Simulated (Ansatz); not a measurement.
# LaPb2 (I4/mmm) in Ansatz: convergence with wavefunction cutoff

Aim: find how far wavefunction cutoff must go before the results for LaPb2 settle, at PBE. This setting moves, with any that are tied to it; all else stays.

Program: Ansatz 0.2.0. These are calculated values, not measurements. Logs are shortened: lines on timing, memory, paths and dates and some standing lists are left out, and cuts for length are marked.

## 1. Starting point

The structure is tetragonal, space group I4/mmm (No. 139). Conventional cell: a = 4.133 Å, b = 4.133 Å, c = 11.277 Å, α = 90.00°, β = 90.00°, γ = 90.00°. Pb (site symmetry 4mm) has 4 Pb at 3.26 Å and 5 La at 3.54 to 3.60 Å as nearest neighbours. Around La (site symmetry 4/mmm) lie 10 Pb at 3.54 to 3.60 Å.

The cell comes from a database or a generator and needn't be the stable form of this composition.

## 2. With wavefunction cutoff 400 eV

input.yaml

```yaml
crystal:
  lattice:
    - [-2.066343, 2.066343, 5.63845]
    - [2.066343, -2.066343, 5.63845]
    - [2.066343, 2.066343, -5.63845]
  atoms:
    - { symbol: Pb, position: [0.6863945, 0.6863945, 0.0] }
    - { symbol: Pb, position: [0.3136055, 0.3136055, 0.0] }
    - { symbol: La, position: [0.0, 0.0, 0.0] }
hamiltonian:
  xc: pbe
  pseudopotentials: { kind: paw, level: accurate }
kpoints:
  mp_grid: { grid: [8, 8, 8] }
scf:
  occupations: { method: methfessel_paxton, width: 0.1 }
output:
  forces: true
  stress: true
  eigenvalues: true
basis:
  ecutwfc: "400 eV"
```

Potentials or basis: Ansatz PAW earlier set.

The run is started by

```sh
> ansatz run input.yaml --threads 2 --pin off --max-ram 5632MiB --backend cpu --events-out ev --progress --plain --runs-dir out
```

What it wrote:

```text
Warning: basis.ecutwfc = 400 eV is below the records' recommended 700 eV, and the density's cutoff is lower with it unless basis.ecutrho_ratio is high enough to keep the records' density cutoff: compare with a run at a higher cutoff
Warning: RAYON_NUM_THREADS=2 ignored (pool sized by the plan → 2); use --threads N
basis.fft_grid_basis auto: the FFT boxes are laid along the combinations [[1, 0, 1], [0, 1, 1], [0, 0, 1]] of the cell's own vectors, 4.133, 4.133 and 6.351 Å long. The dense box has 27×27×45 points. Along the cell's own vectors, as sized, it would have 45×45×45, 2.78 times as many. Of the 16 symmetry operations that the crystal satisfies within crystal.symmetry.tolerance (time reversal apart; of a slab, those that keep its plane) the dense box along the cell's own vectors carries 16, and the one as laid loses 12 of those. basis.fft_grid_basis: typed keeps the cell's own vectors: state it where this run's energies or levels are differenced outside the engine with another run's, or held beside a run that keeps those vectors.
Engine: ansatz 0.2.0, aarch64-unknown-linux-gnu
Pseudopotentials: kind: paw, level: accurate
Pseudopotential: Pb, paw, valence charge 22, recommended cutoff 700 eV (high), Pb.paw.azcp
Pseudopotential: La, paw, valence charge 11, recommended cutoff 640 eV (high), La.paw.azcp
Functional definition: PBE
  parameter kappa = 0.804
  parameter beta = 0.06672455060314922
  exchange = pbe_x(kappa = kappa, mu = beta*pi^2/3)
  correlation = pbe_c(beta = beta)
Crystal: 3 atoms, lattice volume = 96.300 Å³
Basis set: ecut = 400 eV, 1775 PW (Γ), FFT grids on a1+a3, a2+a3, a3, exchange–correlation on 54×54×90 points (8 copies of the dense FFT grid, shifted against one another)
Bands: 33, of which v1, the nominal top of the filled ones, is band 28 counted from 1 (27 counted from 0)
Symmetry: 16 space group operations
Space group: I4/mmm (ITA 139), of the structure as read, at distance tolerance 4.6e-5 Å
k-points: 59 of 512
Non-local potential: Pb, projectors of the file, l = 0: 3, l = 1: 3, l = 2: 3, l = 3: 2
Non-local potential: La, projectors of the file, l = 0: 3, l = 1: 3, l = 2: 2, l = 3: 3
PAW form: soft (Blöchl's): semilocal exchange-correlation on the pseudo side does not see the compensation charge
PAW one-centre angular grid: Pb, 590 points (default); XC on 64 Gauss nodes
PAW one-centre angular grid: La, 590 points (default); XC on 64 Gauss nodes
Initial density: superposition of atomic densities (chi_scale 0.1, normalization cell, long waves kept (reshape's long-wave potential 0.00 eV rms))
Initial wavefunctions: pseudopotential atomic-orbital guess
Functional: x = pbe(κ = 0.804, μ = 0.2195149727645171), c = pbe(β = 0.06672455060314922)
SCF iter   1: F=—  HF=-36872.756532 eV  |F-HF|=—  |Δ(HF+E_count)|=         —  Δρ=2.12e-1  dr2=1.14e2  ethr=3.10e-3  ⟨swp⟩=6.1  Hψ=13102  notcnv=0
automatic band count: the SCF goes on with 38 bands, as 33 were too few: the levels above may hold too much charge
[... 12 lines left out ...]
SCF iter  13: F=—  HF=-36865.545503 eV  |F-HF|=—  |Δ(HF+E_count)|=   2.64e-3  S|Δr|=    0.00e0  Δρ=3.97e-4  dr2=2.71e-4  ethr=9.00e-6  ⟨swp⟩=2.1  Hψ=3519  notcnv=0  defer=43
SCF iter  14: F=—  HF=-36865.545378 eV  |F-HF|=—  |Δ(HF+E_count)|=   1.25e-4  S|Δr|=    0.00e0  Δρ=2.37e-4  dr2=9.08e-5  ethr=4.92e-7  ⟨swp⟩=2.4  Hψ=3364  notcnv=0  defer=43
SCF iter  15: F=—  HF=-36865.545334 eV  |F-HF|=—  |Δ(HF+E_count)|=   4.35e-5  S|Δr|=    0.00e0  Δρ=5.55e-5  dr2=4.07e-6  ethr=1.65e-7  ⟨swp⟩=2.1  Hψ=3406  notcnv=0  defer=77
SCF iter  16: F=—  HF=-36865.545332 eV  |F-HF|=—  |Δ(HF+E_count)|=   2.18e-6  S|Δr|=    0.00e0  Δρ=1.18e-5  dr2=2.05e-7  ethr=7.39e-9  ⟨swp⟩=2.1  Hψ=3335  notcnv=0  defer=77
SCF iter  17: F=-36865.545332 eV  HF=-36865.545332 eV  |F-HF|=6.32e-9  |Δ(HF+E_count)|=   9.20e-8  S|Δr|=    0.00e0  Δρ=2.22e-6  dr2=6.98e-9  ethr=1.82e-10  ⟨swp⟩=11.1  Hψ=10439  notcnv=0
SCF 1 converged in 17 iterations: F = -36865.545332 eV  dr2 = 6.98e-9
SCF converged after 17 iterations
Stability not checked: this state was not tested for a lower state beside it, because cold or Methfessel-Paxton smearing, or corrected tetrahedra, fill the levels in a way that the test cannot read (fill_not_monotonic; see scf.lower_state_search)
Free energy (F): -36865.545332 eV
Harris-Foulkes:  -36865.545332 eV  (|F-HF|=6.32e-9)
Internal energy: -36865.544481 eV  (E = F + TS)
E sigma→0 (E₀):  -36865.545119 eV
Entropy (-TS):   -0.000850 eV (-0.283 meV/atom)
Fermi energy:    12.526229 eV
--- Per-component energies (eV) ---
  E_band       = -1384.725737
  E_kinetic    = 1846.297420
  E_local      = -11755.402497  (includes V_loc(G=0)·N_el)
  E_nonlocal   = 2947.711652
  E_hartree    = 3902.822624
  E_xc         = -626.870636
  E_vxc        = -742.460455  (∫ρ·V_xc dr)
  E_paw        = -26465.677311  (= ΣΔE_a)
  E_vpaw       = -1486.518344  (= ΣTr[D̂ρ^β])
  E_aug_tail   = -0.000860  (compensation charges beyond the density's cutoff)
  E_ewald      = -6714.424872
  E_smearing   = -0.000850  (= −TS)
  E_closure    = -0.000000  (closes the sum)
  Σ components = -36865.545332   (vs F -36865.545332, Δ=0.00e0)
--- Forces (eV/Å), atoms counted from 1 ---
  atom   1  Pb    -0.00000000    -0.00000000    -0.09400263
  atom   2  Pb     0.00000000     0.00000000     0.09400263
  atom   3  La     0.00000000     0.00000000    -0.00000000
  max |Σ_I F_I| component: 3.47e-17 eV/Å
--- Stress (GPa, compression-positive) ---
       -0.435290       0.000000      -0.000000
        0.000000      -0.435290      -0.000000
       -0.000000      -0.000000       1.010920
  P = ⅓ Tr σ = 0.0468 GPa (0.468 kbar)
--- Band table (eV; the first three rows and the last of 59) ---
  k-point 0: bands = ["-126.9185", "-126.9183", "-68.6142", "-68.6142", "-68.6100", "-68.6100", "-68.5703", "-68.5691", "-20.6192", "-4.4965", "-4.3109", "-4.3109", "-4.3028", "-4.2692", "-4.1298", "-4.1298", "-4.0226", "-3.9919", "-3.9162", "-3.8884", "-3.8414", "-3.8414", "1.9071", "6.4467", "9.9309", "11.8280", "11.8280", "12.3492", "13.6018", "13.9107", "13.9829", "13.9829", "14.1833", "14.1833", "14.1867", "14.2728", "15.8406", "16.3000"]
  k-point 1: bands = ["-126.9185", "-126.9183", "-68.6135", "-68.6132", "-68.6101", "-68.6093", "-68.5700", "-68.5690", "-20.6132", "-4.4987", "-4.4066", "-4.3557", "-4.2392", "-4.1761", "-4.1264", "-4.1218", "-4.0525", "-3.9863", "-3.9272", "-3.8995", "-3.8613", "-3.8399", "2.2071", "6.1534", "10.2437", "11.1678", "11.8980", "12.5350", "13.5415", "13.8343", "14.0359", "14.0709", "14.1705", "14.1719", "14.2102", "14.3550", "14.6936", "16.0640"]
  k-point 2: bands = ["-126.9185", "-126.9184", "-68.6135", "-68.6119", "-68.6109", "-68.6095", "-68.5695", "-68.5690", "-20.5989", "-4.4737", "-4.4565", "-4.4217", "-4.2288", "-4.1858", "-4.1809", "-4.1030", "-4.0643", "-4.0010", "-3.9479", "-3.9346", "-3.8406", "-3.7994", "3.0347", "5.6392", "10.0647", "10.4569", "11.6938", "12.4142", "13.0268", "14.0215", "14.1062", "14.1233", "14.1423", "14.1874", "14.2557", "14.2860", "15.3838", "15.6117"]
  k-point 58: bands = ["-126.9185", "-126.9183", "-68.6135", "-68.6135", "-68.6094", "-68.6094", "-68.5706", "-68.5690", "-20.6186", "-4.3946", "-4.2977", "-4.2869", "-4.2869", "-4.2621", "-4.1343", "-4.0096", "-4.0096", "-3.9914", "-3.9914", "-3.9842", "-3.9841", "-3.8843", "2.4489", "5.4214", "11.5839", "12.2931", "12.4115", "12.4115", "13.2364", "13.3992", "13.9772", "14.0935", "14.0935", "14.1791", "14.3678", "14.3678", "14.5274", "14.5274"]
```

Wall time 12 s (2 threads of Arm Neoverse V1, shared host); peak memory 0.44 GiB.

Results:

```yaml
Free_energy: -36865.5453 eV
Pressure: 0.0 GPa
Largest_force: 0.094 eV/Å
Band_gap_on_the_k_mesh: none (metal or under the smearing width)
```

## 3. With wavefunction cutoff 500 eV

Changes to input.yaml since step 2:

```diff
@@ -21,2 +21,2 @@
 basis:
-  ecutwfc: "400 eV"
+  ecutwfc: "500 eV"
```

Potentials or basis: Ansatz PAW earlier set.

The run is started by

```sh
> ansatz run input.yaml --threads 2 --pin off --max-ram 5632MiB --backend cpu --events-out ev --progress --plain --runs-dir out
```

Wall time 18 s (2 threads of Arm Neoverse V1, shared host); peak memory 0.52 GiB.

What came out:

```yaml
Free_energy: -36866.1053 eV
Pressure: 0.1 GPa
Largest_force: 0.094 eV/Å
Band_gap_on_the_k_mesh: none (metal or under the smearing width)
```

## 4. With wavefunction cutoff 600 eV

Changes to input.yaml since step 3:

```diff
@@ -21,2 +21,2 @@
 basis:
-  ecutwfc: "500 eV"
+  ecutwfc: "600 eV"
```

The run is started by

```sh
> ansatz run input.yaml --threads 2 --pin off --max-ram 5632MiB --backend cpu --events-out ev --progress --plain --runs-dir out
```

Wall time 20 s (2 threads of Arm Neoverse V1, shared host); peak memory 0.58 GiB.

Results:

- Free energy: -36866.1137 eV
- Pressure: 0.1 GPa
- Largest force: 0.094 eV/Å
- Band gap on the k mesh: none (metal or under the smearing width)

## 5. With wavefunction cutoff 700 eV

Changes to input.yaml since step 4:

```diff
@@ -21,2 +21,2 @@
 basis:
-  ecutwfc: "600 eV"
+  ecutwfc: "700 eV"
```

The run is started by

```sh
> ansatz run input.yaml --threads 2 --pin off --max-ram 5632MiB --backend cpu --events-out ev --progress --plain --runs-dir out
```

Wall time 26 s (2 threads of Arm Neoverse V1, shared host); peak memory 0.65 GiB.

What came out:

```
Free energy            : -36866.1140 eV
Pressure               : 0.1 GPa
Largest force          : 0.094 eV/Å
Band gap on the k mesh : none (metal or under the smearing width)
```

## 6. With wavefunction cutoff 850 eV

Changes to input.yaml since step 5:

```diff
@@ -21,2 +21,2 @@
 basis:
-  ecutwfc: "700 eV"
+  ecutwfc: "850 eV"
```

Potentials or basis: Ansatz PAW earlier set.

The run is started by

```sh
> ansatz run input.yaml --threads 2 --pin off --max-ram 5632MiB --backend cpu --events-out ev --progress --plain --runs-dir out
```

Wall time 34 s (2 threads of Arm Neoverse V1, shared host); peak memory 0.77 GiB.

The run converged. Its results:

```yaml
Free_energy: -36866.1141 eV
Pressure: 0.1 GPa
Largest_force: 0.094 eV/Å
Band_gap_on_the_k_mesh: none (metal or under the smearing width)
```

## 7. With wavefunction cutoff 1000 eV

Changes to input.yaml since step 6:

```diff
@@ -21,2 +21,2 @@
 basis:
-  ecutwfc: "850 eV"
+  ecutwfc: "1000 eV"
```

The run is started by

```sh
> ansatz run input.yaml --threads 2 --pin off --max-ram 5632MiB --backend cpu --events-out ev --progress --plain --runs-dir out
```

Wall time 47 s (2 threads of Arm Neoverse V1, shared host); peak memory 0.92 GiB.

Results (log left out):

```yaml
Free_energy: -36866.1141 eV
Pressure: 0.1 GPa
Largest_force: 0.094 eV/Å
Band_gap_on_the_k_mesh: none (metal or under the smearing width)
```

## 8. With wavefunction cutoff 1200 eV

Changes to input.yaml since step 7:

```diff
@@ -21,2 +21,2 @@
 basis:
-  ecutwfc: "1000 eV"
+  ecutwfc: "1200 eV"
```

The run is started by

```sh
> ansatz run input.yaml --threads 2 --pin off --max-ram 5632MiB --backend cpu --events-out ev --progress --plain --runs-dir out
```

It took 54 s on 2 threads of Arm Neoverse V1, shared host; peak memory 1.1 GiB.

The run converged. Its results:

- Free energy: -36866.1143 eV
- Pressure: 0.1 GPa
- Largest force: 0.094 eV/Å
- Band gap on the k mesh: none (metal or under the smearing width)

## 9. With wavefunction cutoff 1400 eV

Changes to input.yaml since step 8:

```diff
@@ -21,2 +21,2 @@
 basis:
-  ecutwfc: "1200 eV"
+  ecutwfc: "1400 eV"
```

Potentials or basis: Ansatz PAW earlier set.

The run is started by

```sh
> ansatz run input.yaml --threads 2 --pin off --max-ram 5632MiB --backend cpu --events-out ev --progress --plain --runs-dir out
```

Run time: 72 s. Hardware: 2 threads of Arm Neoverse V1, shared host; peak memory 1.3 GiB.

It converged, with:

```
Free energy            : -36866.1144 eV
Pressure               : 0.1 GPa
Largest force          : 0.094 eV/Å
Band gap on the k mesh : none (metal or under the smearing width)
```

## 10. With wavefunction cutoff 1700 eV

Changes to input.yaml since step 9:

```diff
@@ -21,2 +21,2 @@
 basis:
-  ecutwfc: "1400 eV"
+  ecutwfc: "1700 eV"
```

The run is started by

```sh
> ansatz run input.yaml --threads 2 --pin off --max-ram 5632MiB --backend cpu --events-out ev --progress --plain --runs-dir out
```

It took 99 s on 2 threads of Arm Neoverse V1, shared host; peak memory 1.6 GiB.

The run converged. Its results:

```yaml
Free_energy: -36866.1145 eV
Pressure: 0.1 GPa
Largest_force: 0.094 eV/Å
Band_gap_on_the_k_mesh: none (metal or under the smearing width)
```

## 11. Summary

| wavefunction cutoff | energy less the tightest run, at zero smearing (meV/atom) | pressure (GPa) | SCF cycles | CPU time (s) | peak memory (GiB) |
| --- | --- | --- | --- | --- | --- |
| 400 eV | 189.71 | 0.05 | 17 | 24 | 0.44 |
| 500 eV | 3.06 | 0.10 | 18 | 35 | 0.52 |
| 600 eV | 0.27 | 0.10 | 18 | 40 | 0.58 |
| 700 eV | 0.17 | 0.10 | 17 | 51 | 0.65 |
| 850 eV | 0.14 | 0.10 | 17 | 67 | 0.77 |
| 1000 eV | 0.12 | 0.10 | 18 | 94 | 0.92 |
| 1200 eV | 0.06 | 0.10 | 18 | 110 | 1.1 |
| 1400 eV | 0.04 | 0.10 | 18 | 140 | 1.3 |
| 1700 eV | 0.00 | 0.10 | 17 | 200 | 1.6 |

Against the tightest run, the energy stays within 1 meV/atom from 600 eV on; the pressure stays within 0.1 GPa from 400 eV on. The tightest run that finished is the yardstick and may itself not be fully converged.
